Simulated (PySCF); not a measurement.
# WFOH: relaxation and vibrations of the singlet

Aim: relax WFOH as a singlet from a linear start, check by its vibrations whether the end is a minimum, and collect its spectrum and constants.

The runs use PySCF 2.14.0; PBE0, basis W def2-TZVP with ECP60, F def2-TZVP, O def2-TZVP, H def2-TZVP, scalar-relativistic core potentials, no spin–orbit coupling, density fitting.

## 1. The starting structure

4 atoms, charge 0, spin multiplicity 1.

Bond lengths: W1–F2 2.010 Å, W1–O3 2.000 Å, O3–H4 0.960 Å. Angles: F2–W1–O3 180.0°, W1–O3–H4 130.0°.

Coordinates in bohr (charge 0 multiplicity 1):
```
W     0.0000    0.0000    0.0000
F     0.0000    0.0000    3.7983
O     0.0000    0.0000   -3.7795
H     1.3897    0.0000   -4.9456
```

## 2. Finding the electronic state

One driver script runs all steps and calls PySCF; scf.py shows how it sets up the SCF of each step. The optimiser is the driver's own. After this first run the driver tries any further starts and a stability analysis.

scf.py reads:

```python
from pyscf import gto, scf, dft
mol = gto.M(atom='''
W      0.000000     0.000000     0.000000
F      0.000000     0.000000     2.010000
O      0.000000     0.000000    -2.000000
H      0.735400     0.000000    -2.617100''',
    basis={'W': 'def2-TZVP', 'F': 'def2-TZVP', 'O': 'def2-TZVP', 'H': 'def2-TZVP'},
    ecp={'W': 'def2-TZVP'},
    charge=0, spin=0)
mf = dft.RKS(mol, xc='PBE0')
mf.grids.atom_grid = (50, 194)
aux = {'W': 'def2-universal-JKFIT', 'F': 'def2-universal-JKFIT', 'O': 'def2-universal-JKFIT', 'H': 'def2-universal-JKFIT'}
mf = mf.density_fit(auxbasis=aux)
mf.conv_tol = 1e-08
mf.diis_space = 10
mf.max_cycle = 60
mf.init_guess = 'minao'
mf.verbose = 4
mf.kernel()
```

Command:

```console
$ OMP_NUM_THREADS=4 python axn.py task.json out
```

Log:

```text
init E= -223.741451767019
cycle= 1 E= -242.319770536966  delta_E= -18.6  |g|= 1.19  |ddm|= 7.02
  HOMO = -0.237706743061902  LUMO = -0.236155915744374  gap/eV = 0.04220
cycle= 2 E= -235.946173016446  delta_E= 6.37  |g|= 5.11  |ddm|= 3.05
  HOMO = -0.179578657524897  LUMO = -0.0943535716084905  gap/eV = 2.31909
cycle= 3 E= -242.560586572328  delta_E= -6.61  |g|= 0.311  |ddm|=  2.8
  HOMO = -0.268998178816242  LUMO = -0.180350021279405  gap/eV = 2.41224
cycle= 4 E= -242.58434192983  delta_E= -0.0238  |g|= 0.156  |ddm|= 0.681
  HOMO = -0.246976355436051  LUMO = -0.143986901563721  gap/eV = 2.80249
cycle= 5 E= -242.589841838042  delta_E= -0.0055  |g|= 0.0362  |ddm|= 0.178
  HOMO = -0.244800395177925  LUMO = -0.141066303713814  gap/eV = 2.82275
cycle= 6 E= -242.590086282266  delta_E= -0.000244  |g|= 0.0128  |ddm|= 0.0245
  HOMO = -0.244634244216331  LUMO = -0.14078631529819  gap/eV = 2.82585
cycle= 7 E= -242.590106832213  delta_E= -2.05e-05  |g|= 0.00764  |ddm|= 0.00957
  HOMO = -0.244407594326  LUMO = -0.140516097048143  gap/eV = 2.82703
cycle= 8 E= -242.590117912895  delta_E= -1.11e-05  |g|= 0.0015  |ddm|= 0.00428
  HOMO = -0.244358259771676  LUMO = -0.140461103845031  gap/eV = 2.82719
cycle= 9 E= -242.590118684867  delta_E= -7.72e-07  |g|= 0.000585  |ddm|= 0.00225
  HOMO = -0.244369435956945  LUMO = -0.140480242758907  gap/eV = 2.82697
cycle= 10 E= -242.590118961712  delta_E= -2.77e-07  |g|= 0.000173  |ddm|= 0.00141
  HOMO = -0.244371306327689  LUMO = -0.140477539715088  gap/eV = 2.82709
cycle= 11 E= -242.590119114862  delta_E= -1.53e-07  |g|= 9.43e-05  |ddm|= 0.00166
  HOMO = -0.244374131168569  LUMO = -0.140476465724518  gap/eV = 2.82720
cycle= 12 E= -242.590119152218  delta_E= -3.74e-08  |g|= 3.33e-05  |ddm|= 0.000989
  HOMO = -0.244374106291627  LUMO = -0.140474955587322  gap/eV = 2.82724
cycle= 13 E= -242.590119156663  delta_E= -4.45e-09  |g|= 1.19e-05  |ddm|= 0.000382
  HOMO = -0.244372444591329  LUMO = -0.140472921245586  gap/eV = 2.82725
Extra cycle  E= -242.590119156996  delta_E= -3.33e-10  |g|= 1.85e-05  |ddm|= 7.56e-05
converged SCF energy = -242.590119156996
```

This step, with its further starts and checks, took 6.4 s on 4 threads of Intel Xeon 6975P-C (Granite Rapids), shared host.

The starts that the driver tried:

| start | energy (Eh) |
| --- | --- |
| the minimal-basis guess | -242.590119 |
| a thermally smeared density | -242.590120 |
| a smeared PBE density | -242.590119 |

No lower closed-shell solution turned up from the other starts or in the test of internal stability.

## 3. Linear start, singlet: relaxation

The program finds Cs symmetry in the start, which this walk keeps. The walk stops when the largest gradient is under 0.0003 Eh/bohr and the energy has settled too.

scf.py, as its differences from that of step 2:

```diff
@@ -3,4 +3,4 @@
-W      0.000000     0.000000     0.000000
-F      0.000000     0.000000     2.010000
-O      0.000000     0.000000    -2.000000
-H      0.735400     0.000000    -2.617100''',
+W     -0.003370     0.000000    -0.016183
+F     -0.003370     0.000000     1.993817
+O     -0.003370     0.000000    -2.016183
+H      0.732030     0.000000    -2.633283''',
@@ -17 +16,0 @@
-mf.init_guess = 'minao'
```

The optimiser's trace:

| step | energy (Eh) | change (kJ/mol) | largest symmetric gradient (Eh/bohr) |
| --- | --- | --- | --- |
| 0 | -242.590119 | 0.00 | 0.08223 |
| 1 | -242.619272 | -76.54 | 0.02138 |
| 2 | -242.622550 | -85.15 | 0.01898 |
| 3 | -242.624853 | -91.19 | 0.00834 |
| 4 | -242.625496 | -92.88 | 0.00932 |
| 5 | -242.626070 | -94.39 | 0.00397 |
| 6 | -242.626159 | -94.62 | 0.00333 |
| 7 | -242.626477 | -95.46 | 0.00958 |
| 8 | -242.626696 | -96.03 | 0.00373 |
| 9 | -242.626865 | -96.48 | 0.00844 |
| 10 | -242.626903 | -96.58 | 0.00872 |
| 11 | -242.627017 | -96.88 | 0.00274 |
| 12 | -242.627053 | -96.97 | 0.00328 |
| 13 | -242.627088 | -97.06 | 0.00351 |
| 14 | -242.627114 | -97.13 | 0.00418 |
| 15 | -242.627133 | -97.18 | 0.00203 |
| 16 | -242.627141 | -97.20 | 0.00112 |
| 17 | -242.627142 | -97.20 | 0.00033 |
| 18 | -242.627143 | -97.21 | 0.00019 |

The walk took 25 s.

It settles in C∞v symmetry, 97.2 kJ/mol below the start, after 18 steps: O–H 0.955 Å, W–F 1.835 Å, W–O 1.805 Å; F–W–O 179.7°, H–O–W 179.5°.

## 4. Is it a minimum? Harmonic modes

On the finer grid the gradient is checked again; gradients at displacements of ±0.02 bohr then give force constants and infrared intensities.

scf.py, as its differences from that of step 3:

```diff
@@ -3,4 +3,4 @@
-W     -0.003370     0.000000    -0.016183
-F     -0.003370     0.000000     1.993817
-O     -0.003370     0.000000    -2.016183
-H      0.732030     0.000000    -2.633283''',
+W      0.001837    -0.000000    -0.014537
+F     -0.228279     0.000000     1.806143
+O      0.228161    -0.000000    -1.805203
+H      0.347912    -0.000000    -2.752677''',
@@ -11 +11 @@
-mf.grids.atom_grid = (50, 194)
+mf.grids.atom_grid = (75, 302)
@@ -14 +14 @@
-mf.conv_tol = 1e-08
+mf.conv_tol = 1e-10
```

The driver hands on the density of the step before, so the log starts near convergence.

Log of the central SCF (cycles and frontier levels):

```text
init E= -242.627138506538
  HOMO = -0.219064126134569  LUMO = -0.114769697472052  gap/eV = 2.83800
cycle= 1 E= -242.627138506531  delta_E= 6.88e-12  |g|= 6.75e-06  |ddm|= 9.86e-06
  HOMO = -0.219062149527831  LUMO = -0.114767773420695  gap/eV = 2.83799
Extra cycle  E= -242.627138506501  delta_E= 2.94e-11  |g|= 1.41e-05  |ddm|= 1.67e-05
converged SCF energy = -242.627138506501
```

The whole step took 28 s.

Geometry: C∞v; O–H 0.955 Å, W–F 1.835 Å, W–O 1.805 Å; F–W–O 180.0°, H–O–W 180.0°.

Modes, for the most abundant isotopes:

```tsv
symmetry	ω (cm⁻¹)	IR (km/mol)
π	54	21.3
π	515	174
σ+	714	138
σ+	825	66.2
σ+	3970	360
```

No imaginary mode, so this is a minimum.

Properties at this point:

| Quantity | Value |
| --- | --- |
| Dipole moment | 3.23 D |
| Highest occupied level | -5.96 eV |
| Lowest empty level | -3.12 eV |
| Rotational constants | 0.1363 cm⁻¹ |
| Zero-point energy | 39.8 kJ/mol |
| Principal polarisabilities | 51.3, 55.5, 55.5 bohr³ |
| Atomisation energy without zero-point energy | 1369 kJ/mol |
| Principal traceless quadrupole moments about the centre of mass | -3.61, -3.61, 7.22 D Å |
| Entropy at 298.15 K and 1 bar | 291.4 J/(mol K) |
| Heat capacity Cp at 298.15 K | 61.7 J/(mol K) |
| Enthalpy at 298.15 K above 0 K | 14.60 kJ/mol |
| Rotational symmetry number | 1 |

Charges (e) and bond orders:

| atom | Mulliken | Löwdin | polar tensor | Mayer order to W1 |
| --- | --- | --- | --- | --- |
| W1 | 0.61 | 0.33 | 0.80 | – |
| F2 | -0.39 | -0.24 | -0.49 | 1.04 |
| O3 | -0.58 | -0.27 | -0.70 | 1.29 |
| H4 | 0.36 | 0.18 | 0.39 | 0.02 |

Outer orbital energies (eV). occupied: -16.73, -12.88, -12.77, -12.77, -11.33, -11.33, -6.09, -5.96; empty: -3.12, -1.75, -1.75, 0.38.

Mulliken populations on W1 (outside its core potential): s 3.45, p 6.21, d 3.62, f 0.11.

## 5. A spin-polarised start

A stability analysis found the closed shell of the lowest minimum unstable towards spin polarisation, so the unrestricted solution is followed.

The program finds C∞v symmetry in the start, which may break. Threshold on the gradient: 0.0003 Eh/bohr, with a further test on the energy change.

scf.py, as its differences from that of step 4:

```diff
@@ -3,4 +3,4 @@
-W      0.001837    -0.000000    -0.014537
-F     -0.228279     0.000000     1.806143
-O      0.228161    -0.000000    -1.805203
-H      0.347912    -0.000000    -2.752677''',
+W      0.001832    -0.000000    -0.014498
+F     -0.228284     0.000000     1.806182
+O      0.228156    -0.000000    -1.805164
+H      0.347907    -0.000000    -2.752638''',
@@ -10,2 +10,2 @@
-mf = dft.RKS(mol, xc='PBE0')
-mf.grids.atom_grid = (75, 302)
+mf = dft.UKS(mol, xc='PBE0')
+mf.grids.atom_grid = (50, 194)
@@ -14 +14 @@
-mf.conv_tol = 1e-10
+mf.conv_tol = 1e-08
```

Energy and gradient, step by step:

| step | energy (Eh) | change (kJ/mol) | largest gradient (Eh/bohr) |
| --- | --- | --- | --- |
| 0 | -242.652298 | 0.00 | 0.00123 |
| 1 | -242.652300 | 0.00 | 0.00027 |

The walk took 2.8 s.

It settles in C∞v symmetry, 0.0 kJ/mol below the start, after 1 steps: O–H 0.955 Å, W–F 1.836 Å, W–O 1.806 Å; F–W–O 180.0°, H–O–W 180.0°.

## 6. Hessian and properties

The same treatment as at the point before.

scf.py, as its differences from that of step 5:

```diff
@@ -3,4 +3,4 @@
-W      0.001832    -0.000000    -0.014498
-F     -0.228284     0.000000     1.806182
-O      0.228156    -0.000000    -1.805164
-H      0.347907    -0.000000    -2.752638''',
+W      0.001830    -0.000000    -0.014474
+F     -0.228417     0.000001     1.807027
+O      0.228345    -0.000001    -1.806451
+H      0.348095    -0.000002    -2.753807''',
@@ -11 +11 @@
-mf.grids.atom_grid = (50, 194)
+mf.grids.atom_grid = (75, 302)
@@ -14 +14 @@
-mf.conv_tol = 1e-08
+mf.conv_tol = 1e-10
```

SCF at the final geometry:

```text
init E= -242.652292145088
[... the frontier-level lines of each cycle are left out ...]
cycle= 1 E= -242.652292145051  delta_E= 3.61e-11  |g|= 1.11e-05  |ddm|= 1.03e-05
cycle= 2 E= -242.652292144887  delta_E= 1.65e-10  |g|= 2.37e-05  |ddm|= 2.1e-05
cycle= 3 E= -242.6522921451  delta_E= -2.13e-10  |g|= 5.27e-07  |ddm|= 1.4e-05
cycle= 4 E= -242.652292145101  delta_E= -7.96e-13  |g|= 2.75e-07  |ddm|= 6.04e-07
Extra cycle  E= -242.652292145101  delta_E= -1.14e-13  |g|= 2.71e-07  |ddm|= 1.36e-06
converged SCF energy = -242.652292145101  <S^2> = 1.000854  2S+1 = 2.2368316
```

The whole step took 38 s on 4 threads of Intel Xeon 6975P-C (Granite Rapids), shared host.

Geometry: C∞v; O–H 0.955 Å, W–F 1.836 Å, W–O 1.806 Å; F–W–O 180.0°, H–O–W 180.0°.

Modes, for the most abundant isotopes:

| ω (cm⁻¹) | IR (km/mol) |
| --- | --- |
| 64 | 10.4 |
| 64 | 10.4 |
| 514 | 87.5 |
| 514 | 87.5 |
| 713 | 139 |
| 823 | 65.8 |
| 3972 | 356 |

No imaginary mode, so this is a minimum.

Here the density breaks the symmetry of the frame, and no labels are given; pairs that should be degenerate can split.

Constants and moments:

```
Dipole moment                                                   : 3.21 D
Highest occupied level                                          : -6.06 eV
Lowest empty level                                              : -2.40 eV
Rotational constants                                            : 0.1361 cm⁻¹
Zero-point energy                                               : 39.9 kJ/mol
Principal polarisabilities                                      : 51.4, 55.3, 55.3 bohr³
Atomisation energy without zero-point energy                    : 1435 kJ/mol
Principal traceless quadrupole moments about the centre of mass : -3.50, -3.50, 7.00 D Å
Entropy at 298.15 K and 1 bar                                   : 288.9 J/(mol K)
Heat capacity Cp at 298.15 K                                    : 61.7 J/(mol K)
Enthalpy at 298.15 K above 0 K                                  : 14.50 kJ/mol
Rotational symmetry number                                      : 1
Spin squared ⟨S²⟩                                               : 1.001
```

Charges (e) and bond orders:

```
atom  Mulliken  Löwdin  polar tensor  spin (Mulliken)  Mayer order to W1
  W1      0.62    0.34          0.80             0.00                  –
  F2     -0.39   -0.24         -0.49             0.00               1.04
  O3     -0.58   -0.27         -0.70             0.00               1.29
  H4      0.36    0.18          0.39             0.00               0.02
```

Mulliken populations on W1 (outside its core potential): s 3.46, p 6.21, d 3.61, f 0.11.

## 7. All stationary points

| spin | group | bonds | imaginary modes (cm⁻¹) | ΔE (kJ/mol) | with zero-point energy |
| --- | --- | --- | --- | --- | --- |
| broken-symmetry (Ms = 0) | C∞v (density of lower symmetry) | O–H 0.955 Å, W–F 1.836 Å, W–O 1.806 Å | none | 0.0 | 0.0 |
| singlet | C∞v | O–H 0.955 Å, W–F 1.835 Å, W–O 1.805 Å | none | 66.0 | 66.0 |

## 8. Results

| quantity | value |
| --- | --- |
| minimum | broken-symmetry (Ms = 0), C∞v |
| geometry | O–H 0.955 Å, W–F 1.836 Å, W–O 1.806 Å; F–W–O 180.0°, H–O–W 180.0° |
| wavenumbers (cm⁻¹) | 64, 64, 514, 514, 713, 823, 3972 |
| dipole moment | 3.21 D |
| highest occupied, lowest empty level (either spin) | -6.06, -2.40 eV |
| polar-tensor charge of W1 | +0.80 e |
| zero-point energy | 39.9 kJ/mol |
| entropy at 298.15 K | 288.9 J/(mol K) |
| atomisation energy (no zero-point energy) | 1435 kJ/mol |
| ⟨S²⟩ | 1.001 |

**Reading.** The linear start (Cs) ends in a minimum of C∞v symmetry. The determinant is spin-contaminated (⟨S²⟩ = 1.00 against 0.00), so it is no pure spin state. In the infrared the band at 3972 cm⁻¹ leads. Other starts or spin states, not run here, may lie lower. The SCF density has lower symmetry than the nuclear frame. With an element this heavy the missing spin–orbit coupling can shift these numbers.

The search up to here took 1.7 min.
